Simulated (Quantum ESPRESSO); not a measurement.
## Mo2C3: zone-centre phonons under several settings

```xyz
5
Lattice="3.9870 0.0000 0.0000 0.0000 3.9870 0.0000 0.0000 0.0000 3.9870" Properties=species:S:1:pos:R:3 pbc="T T T"
Mo    1.9935    1.9935    1.9935
Mo    0.0000    0.0000    0.0000
C     0.0000    1.9935    1.9935
C     1.9935    0.0000    1.9935
C     1.9935    1.9935    0.0000
```

The cell was built by a generator and needn't be a form met in nature.

All runs used Quantum ESPRESSO 7.5; k mesh 5 × 5 × 5; relaxed cell; no spin polarisation; cutoff 1116 eV; occupations cold, width 0.2 eV.

```csv
level,potentials,volume (Å³/atom),lowest optical mode without the field (cm⁻¹),highest optical mode without the field (cm⁻¹)
LDA,PseudoDojo 0.4.1 SR LDA standard,11.81,515i,851
PBE,PseudoDojo 0.4.1 SR PBE standard,?,?,?
PBEsol,PseudoDojo 0.4.1 SR PBEsol standard,12.05,504i,832
```

**Question.** What stands in the row left open?

**Answer.** Volume 12.43 Å³/atom; lowest optical mode without the field 492i cm⁻¹; highest optical mode without the field 788 cm⁻¹.

Values marked i are imaginary: the cell is unstable against those modes at that level, or the meshes are too thin.

Caveats: the mesh is thin for the phonons of a metal; some modes are imaginary.

For the row left open. Caveat: the k mesh is coarse; the mesh is thin for the phonons of a metal; some modes are imaginary.
